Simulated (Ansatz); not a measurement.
# CH7BGaN: basis-set convergence

The task here is to estimate one member of a computed series from the others.

Computed with Ansatz 0.2.0, Gaussian basis. Level: one geometry, several basis sets.

Plan: PBE0-D4/def2-SVP; ωB97M-V/def2-SVP; PBE0-D4/def2-QZVPP; ωB97M-V/def2-QZVPP; the functionals' def2-TZVPP values are taken from earlier runs.

## The relaxed structure

All runs share one geometry, relaxed beforehand with PBE0-D4 in a triple-zeta def2 set.

11 atoms, charge 0, spin multiplicity 1.

Atoms are counted from 1 here; the program's logs count them from 0.

Bond lengths: B1–N2 1.397 Å, B1–H5 1.202 Å, B1–H6 1.201 Å, N2–Ga3 1.864 Å, N2–H7 1.010 Å, Ga3–C4 1.954 Å, Ga3–H8 1.568 Å, C4–H9 1.092 Å, C4–H10 1.093 Å, C4–H11 1.090 Å. Angles: N2–B1–H5 119.1°, N2–B1–H6 120.7°, H5–B1–H6 120.3°, B1–N2–Ga3 125.6°, B1–N2–H7 116.8°, Ga3–N2–H7 117.5°, N2–Ga3–C4 117.4°, N2–Ga3–H8 114.5°, C4–Ga3–H8 128.1°, Ga3–C4–H9 110.1°, Ga3–C4–H10 109.9°, Ga3–C4–H11 111.8°, H9–C4–H10 107.1°, H9–C4–H11 109.0°, H10–C4–H11 108.8°.

Coordinates:

```
B     0.5561    1.5023    1.1068
N     1.0451    0.2001    0.9793
Ga    0.3612   -1.1099   -0.1562
C    -1.1745   -0.6277   -1.2649
H    -0.3878    1.8390    0.4432
H     1.0692    2.2775    1.8676
H     1.8394   -0.0472    1.5529
H     1.1154   -2.4830   -0.0940
H    -1.9910   -0.2640   -0.6374
H    -0.9032    0.1854   -1.9423
H    -1.5298   -1.4725   -1.8552
```

The first run:

in.yaml

```yaml
crystal:
  periodic: [false, false, false]
  atoms:
    - {symbol: B, position_ang: [0.556075, 1.502333, 1.106807]}
    - {symbol: N, position_ang: [1.045123, 0.200074, 0.979346]}
    - {symbol: Ga, position_ang: [0.361165, -1.109862, -0.156246]}
    - {symbol: C, position_ang: [-1.174520, -0.627685, -1.264884]}
    - {symbol: H, position_ang: [-0.387830, 1.838960, 0.443235]}
    - {symbol: H, position_ang: [1.069170, 2.277463, 1.867640]}
    - {symbol: H, position_ang: [1.839432, -0.047174, 1.552907]}
    - {symbol: H, position_ang: [1.115371, -2.483028, -0.093954]}
    - {symbol: H, position_ang: [-1.991042, -0.264037, -0.637359]}
    - {symbol: H, position_ang: [-0.903192, 0.185446, -1.942304]}
    - {symbol: H, position_ang: [-1.529762, -1.472480, -1.855178]}
basis:
  gaussian: {orbitals: def2-SVP}
hamiltonian: {xc: pbe0, dispersion: d4}
output: {orbitals: {seedname: orbitals}}
```

The run is started by

```bash
$ ansatz run in.yaml --threads 4 --pin off --events-out ev --progress --plain --max-ram 10444MiB
```

Steps of the session up to this table: PBE0-D4 in def2-SVP; ωB97M-V in def2-SVP; PBE0-D4 in def2-QZVPP; ωB97M-V in def2-QZVPP.

One of the session's tables, all rows but one given; the rest of the session is left out.

It belongs to the step «Functionals by basis». 

| functional | basis | HOMO (eV) |
| --- | --- | --- |
| PBE0-D4 | def2-SVP | ? |
| PBE0-D4 | def2-TZVPP | -8.23 |
| PBE0-D4 | def2-QZVPP | -8.24 |
| ωB97M-V | def2-SVP | -10.42 |
| ωB97M-V | def2-TZVPP | -10.52 |
| ωB97M-V | def2-QZVPP | -10.52 |

**Question.** Estimate the row for PBE0-D4, def2-SVP.

As computed: HOMO (eV): -8.17. In the column «HOMO (eV)» it is the highest.
